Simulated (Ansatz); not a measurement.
# Rh: the cost of one run

Method: DFT PBEsol, scalar-relativistic, plane waves, PAW, in Ansatz 0.2.0.

3 further runs of the same task are left out: 1 that didn't finish, 2 set aside as unsound or not needed.

## Step 1: The structure to begin with

It takes space group P6_3/mmc (No. 194, hexagonal). The conventional cell has a = 2.679 Å, b = 2.679 Å, c = 8.732 Å, α = 90.00°, β = 90.00°, γ = 120.00°. Rh (site symmetry -3m) has 12 Rh at 2.68 Å as nearest neighbours. Rh (site symmetry -6m2) is surrounded by 12 Rh at 2.68 Å.

Coordinates:

```cif
data_structure
_symmetry_space_group_name_H-M 'P6_3/mmc'
_symmetry_Int_Tables_number 194
_cell_length_a 2.6794
_cell_length_b 2.6794
_cell_length_c 8.7323
_cell_angle_alpha 90.000
_cell_angle_beta 90.000
_cell_angle_gamma 120.000
_cell_volume 54.29
loop_
_atom_site_label
_atom_site_type_symbol
_atom_site_symmetry_multiplicity
_atom_site_Wyckoff_symbol
_atom_site_fract_x
_atom_site_fract_y
_atom_site_fract_z
_atom_site_occupancy
Rh1 Rh 2 a 0.00000 0.00000 0.00000 1
Rh2 Rh 2 c 0.33333 0.66667 0.25000 1
```

It goes back to an entry of the Materials Project, which need not be the stable form.

This cell was relaxed beforehand with the same method: volume 13.57 Å³/atom, gap on the mesh none (metal).

## Step 2: The cell under 5 GPa

What is minimised here is the enthalpy; the energy can go up as the cell is squeezed.

Contents of input.yaml:

```yaml
crystal:
  lattice:
    - [2.6793640722, 0.0, 0.0]
    - [-1.3396820361, 2.3203973525, 0.0]
    - [0.0, 0.0, 8.7323055091]
  atoms:
    - { symbol: Rh, position: [0.0, 0.0, 0.0] }
    - { symbol: Rh, position: [0.3333333333, 0.6666666667, 0.25] }
    - { symbol: Rh, position: [0.0, 0.0, 0.5] }
    - { symbol: Rh, position: [0.6666666667, 0.3333333333, 0.75] }
basis:
  ecutwfc: 420
kpoints:
  mp_grid: { grid: [18, 18, 6] }
hamiltonian:
  xc: pbesol
scf:
  occupations: { method: fermi_dirac, width: 0.15 }
output:
  forces: true
  stress: true
  eigenvalues: true
relax:
  adjacent_minimum: "off"
  f_tol: 0.001
  max_steps: 60
  cell: { stress_tol: 0.02, p_target: 5.0 }
```

The run is started by

```bash
ansatz run input.yaml --threads 1 --pin off --max-ram 3072MiB --backend cpu --events-out ev --progress --plain --runs-dir out
```

What time and memory should one allow on 1 thread of Intel Xeon 6975P-C (Granite Rapids), shared host?

About 35 s, with a peak of 0.54 GiB.
